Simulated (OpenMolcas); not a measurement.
**Br2 (bromine): PBEsol/cc-pVDZ**

What is the energy change on altering one bond length of Br2 (bromine) at PBEsol/cc-pVDZ? 

The results are computed with OpenMolcas 26.06.

**1. The system as given**

The species is Br2 (2 atoms), meant as a singlet with charge 0. SMILES: `BrBr`. The shape is that of a GFN2-xTB optimisation.

Bond lengths: Br1–Br2 2.282 Å.

**2. The energy at PBEsol/cc-pVDZ**

Input file job.input:

```
&GATEWAY
BasLib
$CurrDir
Coord
2
angstrom
Br       0.973120      -0.325440       0.498590
Br      -0.973120       0.325440      -0.498590
Basis
cc-pVDZ
Group
NoSym
&SEWARD
&SCF
KSDFT
PBEsol
PrOrbitals
1 1
```

The basis set cc-pVDZ is read from a file made from the Basis Set Exchange's data (not shown).

Started as:

```console
$ export MOLCAS_MEM=1860
$ pymolcas job.input > job.log
```

Log:

```text
--- Start Module: gateway ---
[...]
--- Stop Module: gateway /rc=_RC_ALL_IS_WELL_ ---
--- Start Module: seward ---
[...]
      Basis functions           54
--- Stop Module: seward /rc=_RC_ALL_IS_WELL_ ---
[...]
--- Start Module: scf ---
[...]
       Convergence after   9 Iterations
[...]
::    Total KS-DFT energy                           -5144.1378669075
[...]
      Total spin, S                                     0.0000000000
[...]
      Total electronic charge=   70.000000
      Total            charge=   -0.000000
[...]
      Dipole Moment (debye):
      Origin of the operator (angstrom)=   -0.0000   -0.0000   -0.0000
                   X=  2.0456E-11               Y= -7.3070E-12               Z=  1.1581E-11           Total=  2.4617E-11
      Quadrupole Moment (debye*angstrom):
[...]
--- Stop Module: scf /rc=_RC_ALL_IS_WELL_ ---
[...]
```

Run time: 3.3 s. Hardware: 1 thread of Arm Neoverse V1, shared host; peak memory 0.38 GiB.

**3. The distorted shape at the same level**

Input file job.inp:

```
* Br2 Kohn-Sham DFT

&GATEWAY
  BASLIB=$CurrDir
  COORD
  2
  angstrom
  Br       1.459642      -0.488147       0.747865
  Br      -0.973120       0.325440      -0.498590
  BASIS=cc-pVDZ
  GROUP=NoSym

&SEWARD

&SCF
  KSDFT=PBEsol
  PRORBITALS=1 1
```

The basis set cc-pVDZ is read from a file made from the Basis Set Exchange's data (not shown).

Started as:

```console
$ export MOLCAS_MEM=1860
$ pymolcas job.inp > job.log
```

Log:

```text
--- Start Module: gateway ---
[...]
--- Stop Module: gateway /rc=_RC_ALL_IS_WELL_ ---
--- Start Module: seward ---
[...]
      Basis functions           54
--- Stop Module: seward /rc=_RC_ALL_IS_WELL_ ---
[...]
--- Start Module: scf ---
[...]
       Convergence after   9 Iterations
[...]
::    Total KS-DFT energy                           -5144.1002770169
[...]
      Total spin, S                                     0.0000000000
[...]
      Total electronic charge=   70.000000
      Total            charge=   -0.000000
[...]
      Dipole Moment (debye):
      Origin of the operator (angstrom)=    0.2433   -0.0814    0.1246
                   X= -2.5969E-08               Y=  8.6816E-09               Z= -1.3305E-08           Total=  3.0443E-08
      Quadrupole Moment (debye*angstrom):
[...]
--- Stop Module: scf /rc=_RC_ALL_IS_WELL_ ---
[...]
```

It took 3.3 s on 1 thread of Arm Neoverse V1, shared host; peak memory 0.38 GiB.

**4. Outcome**

At PBEsol/cc-pVDZ:

```
                                                           quantity           value
                                          first shape: total energy  -5144.13787 Eh
                                         first shape: dipole moment          0.00 D
                                           first shape: HOMO energy        -6.69 eV
                                           first shape: LUMO energy        -4.43 eV
                                         first shape: HOMO–LUMO gap         2.25 eV
                                      distorted shape: total energy  -5144.10028 Eh
                                     distorted shape: dipole moment          0.00 D
                                       distorted shape: HOMO energy        -7.28 eV
                                       distorted shape: LUMO energy        -6.83 eV
                                     distorted shape: HOMO–LUMO gap         0.45 eV
energy change with the Br1–Br2 bond stretched from 2.282 to 2.852 Å        1.023 eV
```

What this shows: With the Br1–Br2 bond stretched from 2.282 to 2.852 Å the energy rises by 1.02 eV (24 kcal/mol). The first shape isn't relaxed at this level, so the change isn't measured from a minimum.
